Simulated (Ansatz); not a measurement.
## AlBH7NSi, SMILES B[SiH2][AlH][NH2]: a single point from an input written key by key

Run with the Python package of Ansatz (0.2.0).

`albh7nsi.py`
```python
"""Run AlBH7NSi from an input written out key by key."""

import ansatz
import numpy as np
import pandas as pd


def main() -> None:
    deck = {
        "crystal": {
            "periodic": [False, False, False],
            "atoms": [
                {"symbol": "B", "position_ang": [-1.1134, 1.6531, -0.1061]},
                {"symbol": "Si", "position_ang": [0.6512, 1.0634, -0.3636]},
                {"symbol": "Al", "position_ang": [0.8521, -1.0297, 0.6757]},
                {"symbol": "N", "position_ang": [-0.1539, -2.4769, 0.1486]},
                {"symbol": "H", "position_ang": [-1.8478, 1.887, -1.0751]},
                {"symbol": "H", "position_ang": [-1.5864, 1.8797, 0.9702]},
                {"symbol": "H", "position_ang": [1.623, 2.0278, 0.2374]},
                {"symbol": "H", "position_ang": [0.9732, 0.9435, -1.8061]},
                {"symbol": "H", "position_ang": [1.9623, -1.2136, 1.8968]},
                {"symbol": "H", "position_ang": [-0.069, -2.6223, -0.8479]},
                {"symbol": "H", "position_ang": [-1.2259, -2.1689, 0.2905]},
            ],
        },
        "basis": {"gaussian": {"orbitals": "cc-pVDZ"}},
        "hamiltonian": {"xc": "b3lyp"},
        "output": {"forces": True},
    }
    session = ansatz.Session.from_dict(deck)
    report = session.plan(threads=1).execute().report

    for key in ("converged", "free_energy_ev", "reference_energy_ev", "n_frozen", "n_occupied", "n_virtual"):
        print(f"{key:22s} {report[key]}")
    symbols = ["B", "Si", "Al", "N", "H", "H", "H", "H", "H", "H", "H"]
    state = report["mean_field"]["state"]
    print(f"mean field: {state['energy']['hartree']:.7f} Ha, <S^2> = {abs(state['spin_squared']):.4f}, stability: {state.get('stability', {}).get('kind')}")

    print("forces (eV/A)")
    for symbol, f in zip(symbols, report["forces_ev_ang"]):
        print(f"  {symbol:2s} {f[0]:9.4f} {f[1]:9.4f} {f[2]:9.4f}")
    charges = report["charge_distribution"]
    table = pd.DataFrame({"atom": symbols, "mulliken": charges["mulliken_charges_e"], "lowdin": charges["lowdin_charges_e"]})
    print(table.round(3).to_string())
    print("dipole (e A):", np.round(charges["dipole_moment_e_ang"], 4) + 0.0)


if __name__ == "__main__":
    main()
```

Output of `python albh7nsi.py`:
```text
converged              True
free_energy_ev         -16754.819522758367
reference_energy_ev    -16754.819522758367
n_frozen               0
n_occupied             [23, 23]
n_virtual              [76, 76]
mean field: -615.7282606 Ha, <S^2> = 0.0000, stability: minimum
forces (eV/A)
  B    -2.2549    1.2089   -0.4825
  Si    1.6373    0.4092   -0.6663
  Al    0.9089   -1.0611    1.0990
  N    -2.6959    1.0387    1.1736
  H     0.2342   -0.3558    0.5421
  H    -0.0673   -0.0002    0.2540
  H     0.1116    0.0522    0.1724
  H     0.1780   -0.0514   -0.3793
  H    -0.5539   -0.0041   -0.4710
  H    -0.1837   -0.2270   -0.7198
  H     2.6857   -1.0093   -0.5223
   atom  mulliken  lowdin
0     B    -0.070  -0.162
1    Si     0.100   0.157
2    Al     0.373  -0.037
3     N    -0.343   0.087
4     H    -0.020   0.007
5     H    -0.017   0.001
6     H    -0.050  -0.005
7     H    -0.071  -0.025
8     H    -0.106  -0.077
9     H     0.094  -0.011
10    H     0.110   0.065
dipole (e A): [-0.1461  0.012  -0.1656]
```

Caveats:
- Total energies depend on the basis set; only differences at equal settings carry meaning.
- The geometry is a force-field or estimated start, not a minimum of this method, and the basis set is short of its limit.
- The Löwdin charges here are taken after orthogonalising the functions within each atom; they differ from plain Löwdin charges, and their signs can be unphysical.
- b3lyp holds the VWN-RPA fit, as in Gaussian; the form of ORCA and Turbomole is b3lyp5.
- The whole script took 4.7 s on 1 thread of Arm Neoverse V2, on a shared host, peak memory 0.28 GiB.

(Lines on the test bed's own set-up are left out of the output.)
